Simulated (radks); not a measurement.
**Pd⁴⁺ in [Ar] 3d10 4s2 4p5.5 4d6.5: an all-electron calculation**

An exercise on one series of results from a longer session: the logs are not shown, and one member is left open.

Program: radks (a radial shooting solver on a logarithmic mesh, Libxc functionals) version 1. Level of theory: Dirac Kohn-Sham, PBEsol, spin-unpolarised, spherical densities, point nucleus; open shells fill j = l - 1/2 first. These are calculated values, not measurements, unless marked.

### Starting point

- element: palladium (Z = 46)
- charge: +4
- electrons: 42
- configuration: [Ar] 3d10 4s2 4p5.5 4d6.5

Set-up of the first run:

The run's settings:

```text
Z 46
configuration [Ar] 3d10 4s2 4p5.5 4d6.5 5s0 5p0 4f0 5d0
relativity Dirac
functional pbe_sol,pbe_sol
spin unpolarised
j_filling energy
nucleus point
c 137.035999084
```

Launch:

```
$ python run_ks.py task.json out
```

All runs below come from this command, one after another.

Among the steps run: Self-consistent calculation.

One of the session's tables, all rows but one given; the rest of the session is left out.

It belongs to the step «Shells». Radial moments (bohr):

| level | <r> | outermost maximum (interpolated) | 90 % within | nodes |
| --- | --- | --- | --- | --- |
| 1s1/2 | 0.03186 | 0.0207 | 0.0572 | 0 |
| 2s1/2 | ? | ? | ? | ? |
| 2p1/2 | 0.1172 | 0.0905 | 0.192 | 0 |
| 2p3/2 | 0.1221 | 0.0947 | 0.199 | 0 |
| 3s1/2 | 0.3792 | 0.342 | 0.559 | 2 |
| 3p1/2 | 0.3712 | 0.329 | 0.560 | 1 |
| 3p3/2 | 0.3821 | 0.338 | 0.575 | 1 |
| 3d3/2 | 0.3554 | 0.280 | 0.564 | 0 |
| 3d5/2 | 0.3589 | 0.283 | 0.569 | 0 |
| 4s1/2 | 0.9311 | 0.847 | 1.35 | 3 |
| 4p1/2 | 0.9925 | 0.885 | 1.46 | 2 |
| 4p3/2 | 1.020 | 0.909 | 1.50 | 2 |
| 4d3/2 | 1.239 | 1.03 | 1.89 | 1 |
| 4d5/2 | 1.249 | 1.04 | 1.91 | 1 |
| 5s1/2 | 2.228 | 2.05 | 3.17 | 4 |
| 5p1/2 | 2.501 | 2.29 | 3.58 | 3 |
| 5p3/2 | 2.555 | 2.35 | 3.65 | 3 |

Estimate the missing values for 2s1/2.

As computed: <r>: 0.1380; outermost maximum (interpolated): 0.117; 90 % within: 0.214; nodes: 1. In the column «<r>» it lies between 2p3/2 (0.1221) and 3d3/2 (0.3554).
